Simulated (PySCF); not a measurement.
# BeClH2Na, a complex of two parts: interaction energy

The task here is to estimate one member of a computed series from the others.

Computed with PySCF 2.14.0; each step states its level. No surroundings beyond the atoms listed, unless a continuum is named. Atoms count from 0, parts from 1.

### Starting point

5 atoms, charge 0, multiplicity 1; geometry: GFN2-xTB. Parts: 1 = atoms 0–2, `[BeH2]`, charge 0; 2 = atoms 3–4, `[Na][Cl]`, charge 0.

Set-up of the first run:

The job: settings as JSON, then the geometry in Å.

```
{"job": {"xc": "PBE0", "basis": "def2-TZVPD", "d3": "d3bj", "grid": 3, "kind": "geom", "shake": 0.01}, "charge": 0, "multiplicity": 1, "parts": [{"atoms": "0-2", "charge": 0, "multiplicity": 1}, {"atoms": "3-4", "charge": 0, "multiplicity": 1}]}
Be    -0.288653    -0.346943    -0.289288
H     -0.647479     0.756499     0.340457
H      0.910841    -0.988758    -0.519309
Na     0.449843    -2.443272    -1.530529
Cl    -1.661979    -1.420707    -1.229679
```

Started as:

```
> OMP_NUM_THREADS=1 python cluster_run.py task.json out
```

This one command runs all jobs of the session in turn.

Steps of the session up to this table: Geometry optimisation at PBE0-D3(BJ)/def2-TZVPD; Coupled-cluster interaction energy: CCSD(T) and MP2, 2.01 Å; Coupled-cluster interaction energy: CCSD(T) and MP2, 2.11 Å; Coupled-cluster interaction energy: CCSD(T) and MP2, 2.21 Å; Coupled-cluster interaction energy: CCSD(T) and MP2, 1.91 Å; Coupled-cluster interaction energy: CCSD(T) and MP2, 2.51 Å; Coupled-cluster interaction energy: CCSD(T) and MP2, 1.80 Å; Coupled-cluster interaction energy: CCSD(T) and MP2, 3.01 Å; Coupled-cluster interaction energy: CCSD(T) and MP2, 4.01 Å.

One table of the session follows, with a row left open; its other results are not shown here.

It belongs to the step «Coupled-cluster interaction energy: CCSD(T) and MP2, 4.01 Å». 

```
                 method  interaction energy (kcal/mol)
         HF/aug-cc-pVDZ                              ?
        MP2/aug-cc-pVDZ                          -7.58
       CCSD/aug-cc-pVDZ                          -7.43
    CCSD(T)/aug-cc-pVDZ                          -7.53
         HF/aug-cc-pVQZ                          -7.19
        MP2/aug-cc-pVQZ                          -7.59
    SCS-MP2/aug-cc-pVQZ                          -7.44
      MP2, extrapolated                          -7.59
CCSD(T), limit estimate                          -7.54
```

Q: Estimate the row for HF/aug-cc-pVDZ from the others.

The run gave: interaction energy (kcal/mol): -7.26. In the column «interaction energy (kcal/mol)» it lies between CCSD/aug-cc-pVDZ (-7.43) and HF/aug-cc-pVQZ (-7.19).
